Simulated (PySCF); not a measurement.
# C7H13F: the cost of one run

Computed with PySCF 2.14.0 and routines of our own; the level stands in each step. Atoms count from 0.

## (1) The starting structure

21 atoms, charge 0, multiplicity 1; geometry from: GFN2-xTB.

## (2) Magnetic properties: GIAO PBE/pcSseg-1

The job: settings as JSON, then the geometry in Å.

```
{"job": {"kind": "mag", "xc": "PBE", "basis": "pcSseg-1", "isotopologues": 2}, "charge": 0, "multiplicity": 1}
C     -2.453831     0.395728     0.727988
C     -1.215523     0.377575    -0.154885
C     -0.835588    -1.020954    -0.648259
C      0.642997    -0.916386    -1.045936
C      1.188091     0.350630    -0.350861
C      2.475206     0.102801     0.422229
F      3.503672    -0.214076    -0.434730
C      0.056210     0.825681     0.566327
H     -2.651413     1.403214     1.086984
H     -2.317870    -0.255394     1.589246
H     -3.323303     0.052565     0.172365
H     -1.379882     1.030377    -1.018225
H     -1.461301    -1.350322    -1.476228
H     -0.958538    -1.732644     0.169724
H      0.751229    -0.829758    -2.126342
H      1.198812    -1.800069    -0.733378
H      1.396377     1.117790    -1.102175
H      2.790553     0.999616     0.967118
H      2.376243    -0.738872     1.116264
H      0.086312     1.900335     0.740445
H      0.122626     0.319106     1.531859
```

Method: GIAO PBE/pcSseg-1 magnetisability, rotational g tensor and spin-rotation constants, non-relativistic, gas phase.

Run with:

```sh
OMP_NUM_THREADS=1 python excited_run.py task.json out
```

One launch serves the whole session: the jobs run in the order shown.

Q: Estimate the wall time and peak memory of this first job on 1 thread of Arm Neoverse V1, shared host.

About 58 s, with a peak of 0.79 GiB.
